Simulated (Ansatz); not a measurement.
**AlAsH+ (triplet): from Hartree-Fock to the top rungs, cc-pVTZ**

The task here is to estimate one member of a computed series from the others.

Method: cc-pVTZ, core rule «outside noble gas», up to 19 orbitals frozen; program: Ansatz 0.2.0, Gaussian basis.

To be run: UHF; CCSD(T) on ROHF; CCSD(T) on UHF; BCCD(T) on ROHF; CCSDT(Q) on ROHF; CCSDT(Q) on UHF.

14 further runs of the same task are left out: 9 for a known fault of the program, 5 set aside as unsound or not needed.

## What is computed

The geometry is a PBE0/def2-TZVP stationary point (not a proven minimum) of the parent state, kept for this charge and spin. No spin-orbit coupling is included. The filled d shell of As may be among the frozen orbitals whatever the setting's name suggests; the logs give the count.

3 atoms, charge 1, spin multiplicity 3.

Atoms are counted from 1 here; the program's logs count them from 0.

Bond lengths: Al1–As2 2.506 Å, As2–H3 1.536 Å. Angles: Al1–As2–H3 97.9°.

Set-up of the first run:

in.yaml reads:

```yaml
crystal:
  periodic: [false, false, false]
  atoms:
    - {symbol: Al, position_ang: [0.000000, 0.029431, 1.850804]}
    - {symbol: As, position_ang: [0.000000, -0.030581, -0.654394]}
    - {symbol: H, position_ang: [0.000000, 1.485283, -0.902155]}
basis:
  gaussian: {orbitals: cc-pVTZ}
total_charge: 1
magnetization: {spin_polarized: true, initial_magnetization: 2}
hamiltonian: {xc: hf}
output: {orbitals: {seedname: orbitals}}
```

Run with:

```
$ ansatz run in.yaml --threads 1 --pin off --events-out ev --progress --plain --max-ram 4096MiB --backend cpu
```

Steps of the session up to this table: UHF; CCSD(T) on ROHF; CCSD(T) on UHF; BCCD(T) on ROHF; CCSDT(Q) on ROHF; CCSDT(Q) on UHF.

One of the session's tables, all rows but one given; the rest of the session is left out.

It belongs to the step «Misses and costs». 

```
   method  from UCCSDT(Q) (kcal/mol)
     ROHF                          ?
      UHF                    +109.95
     RMP2                     +23.06
     UMP2                     +24.63
    RCCSD                      +5.75
    UCCSD                      +5.34
 RCCSD(T)                      +1.13
 UCCSD(T)                      +1.02
  BCCD(T)                      +1.15
   RCCSDT                      +0.39
   UCCSDT                      +0.22
RCCSDT(Q)                      +0.17
UCCSDT(Q)                          0
```

Q: Estimate the row for ROHF from the others.

As computed: from UCCSDT(Q) (kcal/mol): +117.31. In the column «from UCCSDT(Q) (kcal/mol)» it is the highest.

Caveats from the session: Restricted and unrestricted rows rest on different reference determinants; where their highest levels disagree by more than a few hundredths of an eV, they describe different states and don't form one ladder.
